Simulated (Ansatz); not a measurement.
## C2H9FSi2, SMILES CC[SiH2][SiH2]F: a geometry optimisation, step by step

Program: Ansatz 0.2.0, Python API.

At the Python prompt:
```pycon
>>> import ansatz as az
>>> import numpy as np
>>> geometry = (
...     az.Crystal.molecule()
...     .atom('C', (1.6898, 0.3459, 1.5572))
...     .atom('C', (0.2953, 0.4726, 0.8284))
...     .atom('Si', (0.104, -0.5962, -0.7093))
...     .atom('Si', (-1.8957, -0.303, -1.6043))
...     .atom('F', (-2.2182, 1.2248, -1.9712))
...     .atom('H', (2.4638, 0.7145, 0.8893))
...     .atom('H', (1.6705, 1.0513, 2.4244))
...     .atom('H', (1.8854, -0.6113, 1.884))
...     .atom('H', (-0.4866, 0.2202, 1.5814))
...     .atom('H', (0.124, 1.5211, 0.5704))
...     .atom('H', (0.3424, -2.0224, -0.296))
...     .atom('H', (1.2163, -0.2222, -1.6586))
...     .atom('H', (-3.0558, -0.7189, -0.641))
...     .atom('H', (-2.1481, -1.1056, -2.8258))
... )
>>> model = (
...     geometry.calculation()
...     .basis(gaussian='6-31G*')
...     .functional('cam_b3lyp')
... )
>>> symbols = [site.symbol for site in geometry.cartesian_sites]
>>> start = np.array([site.position_ang for site in geometry.cartesian_sites], dtype=float)
>>> def progress(event):
...     if event['event'] == 'relax_step':
...         row = event['data']
...         print(f'step {row["step"]:3d}  E = {row["lagrangian_ev"]:.6f} eV  largest force component {row["allowed_force_max_ev_ang"]:.4f} eV/A')
...
>>> report = model.relax(force_tolerance=0.02, max_steps=100).session().plan().execute(on_event=progress).report
step   1  E = -20691.236769 eV  largest force component 3.4422 eV/A
step   2  E = -20691.541585 eV  largest force component 0.9360 eV/A
step   3  E = -20691.586670 eV  largest force component 0.4436 eV/A
step   4  E = -20691.597318 eV  largest force component 0.2844 eV/A
step   5  E = -20691.600372 eV  largest force component 0.0485 eV/A
step   6  E = -20691.601266 eV  largest force component 0.0137 eV/A
>>> end = np.array(report['positions_ang'])
>>> for key in ('converged', 'free_energy_ev', 'reference_energy_ev', 'n_frozen', 'n_occupied', 'n_virtual'):
...     print(f'{key:22s} {report[key]}')
...
converged              True
free_energy_ev         -20691.60139746051
reference_energy_ev    -20691.60139746051
n_frozen               0
n_occupied             [29, 29]
n_virtual              [72, 72]
>>> print('final positions (A) and the move of each atom')
final positions (A) and the move of each atom
>>> for symbol, xyz, old in zip(symbols, end, start):
...     print(f'{symbol:2s} {xyz[0]:10.5f} {xyz[1]:10.5f} {xyz[2]:10.5f}   {np.linalg.norm(xyz - old):7.4f}')
...
C     1.69405    0.37486    1.56321    0.0299
C     0.31890    0.51781    0.90094    0.0887
Si    0.11764   -0.53290   -0.65767    0.0828
Si   -1.99104   -0.33118   -1.64062    0.1058
F    -2.27263    1.19706   -2.09022    0.1338
H     2.49851    0.67349    0.88378    0.0540
H     1.76993    1.00050    2.45861    0.1168
H     1.88645   -0.65897    1.86718    0.0506
H    -0.47079    0.24345    1.61087    0.0407
H     0.13536    1.56642    0.63752    0.0818
H     0.29029   -1.97612   -0.32385    0.0751
H     1.17079   -0.18237   -1.64977    0.0611
H    -3.05864   -0.72885   -0.68367    0.0439
H    -2.10173   -1.19239   -2.84739    0.1007
```

These settings explore the input space; basis and method may be short of convergence. The end point is the stationary point reached from this start; no frequency run checks that it is a minimum, and the basis set is modest. The whole script took 54 s on 1 thread of Arm Neoverse V1, on a shared host, peak memory 0.35 GiB.

(Lines on the test bed's own set-up are left out of the output.)
